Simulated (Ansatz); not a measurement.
Geometry optimisation, Ansatz, DFT PBE-D3(BJ), scalar-relativistic, plane waves, PAW.

input.yaml

```yaml
crystal:
  lattice:
    - [0.0, 5.43, 5.43]
    - [5.43, 0.0, 5.43]
    - [5.43, 5.43, 0.0]
  atoms:
    - { symbol: Si, position: [0.0, 0.0, 0.0] }
    - { symbol: Si, position: [0.125, 0.125, 0.125] }
    - { symbol: Si, position: [0.0, 0.0, 0.5] }
    - { symbol: Si, position: [0.125, 0.125, 0.625] }
    - { symbol: Si, position: [0.0, 0.5, 0.0] }
    - { symbol: Si, position: [0.125, 0.625, 0.125] }
    - { symbol: Si, position: [0.0, 0.5, 0.5] }
    - { symbol: Si, position: [0.125, 0.625, 0.625] }
    - { symbol: Si, position: [0.5, 0.0, 0.0] }
    - { symbol: Si, position: [0.625, 0.125, 0.125] }
    - { symbol: Si, position: [0.5, 0.0, 0.5] }
    - { symbol: Si, position: [0.625, 0.125, 0.625] }
    - { symbol: Si, position: [0.5, 0.5, 0.0] }
    - { symbol: Si, position: [0.625, 0.625, 0.125] }
    - { symbol: Si, position: [0.5, 0.5, 0.5] }
    - { symbol: Si, position: [0.625, 0.625, 0.625] }
    - { symbol: Ti, position: [0.37536013, -0.1162726, 0.37212231] }
basis:
  ecutwfc: 420.0
kpoints:
  mp_grid: { grid: [2, 2, 2] }
hamiltonian:
  xc: pbe
  dispersion: d3bj
  pseudopotentials: { kind: paw, azcp: { folder: soft_1 } }
scf:
  occupations: { method: gaussian, width: 0.02 }
  lower_state_search: "off"
relax:
  f_tol: 0.03
  max_steps: 60
  adjacent_minimum: "off"
```

Run as:

```bash
$ ansatz run input.yaml --threads 1 --pin off --max-ram 3072MiB --backend cpu --events-out ev --progress --plain --runs-dir out
```

**Question.** Where does it end, and by what steps?

**Answer.** It converged. The force dipped under the threshold on the way, but the program's further checks kept it going. Limits of this set-up: coarse k mesh, a small cell, in which the defect meets its images. After 9 steps the energy has fallen by 0.418 eV; Si3 moved furthest, 0.10 Å.

| step | energy less start (eV) | largest force component (eV/Å) | accepted |
| --- | --- | --- | --- |
| 0 | 0.0000 | 1.274 | yes |
| 1 | -0.3873 | 0.367 | yes |
| 2 | -0.4150 | 0.046 | yes |
| 3 | -0.4156 | 0.072 | yes |
| 4 | -0.4165 | 0.023 | yes |
| 5 | -0.4169 | 0.041 | yes |
| 6 | -0.4173 | 0.020 | yes |
| 7 | -0.4174 | 0.008 | yes |
| 8 | -0.4175 | 0.005 | yes |
| 9 | -0.4175 | 0.004 | yes |

```xyz
17
Lattice="0.0000 5.4300 5.4300 5.4300 0.0000 5.4300 5.4300 5.4300 0.0000" Properties=species:S:1:pos:R:3
Si -0.018 0.031 -0.015
Si 1.361 1.340 1.359
Si 2.779 2.669 -0.063
Si 4.113 4.069 1.342
Si 2.735 0.036 2.739
Si 4.075 1.382 4.078
Si 5.424 2.706 2.726
Si 6.810 4.072 4.034
Si -0.062 2.676 2.777
Si 1.342 4.072 4.116
Si 2.757 5.455 2.759
Si 4.079 6.751 4.072
Si 2.724 2.707 5.427
Si 4.030 4.075 6.811
Si 5.390 5.454 5.394
Si 6.789 6.811 6.791
Ti 1.360 4.054 1.358
```

Whether the end is a true minimum wasn't checked by a vibrational analysis.

Run time: 66 s on 1 thread of Arm Neoverse V1 (shared host), peak memory 0.55 GiB.
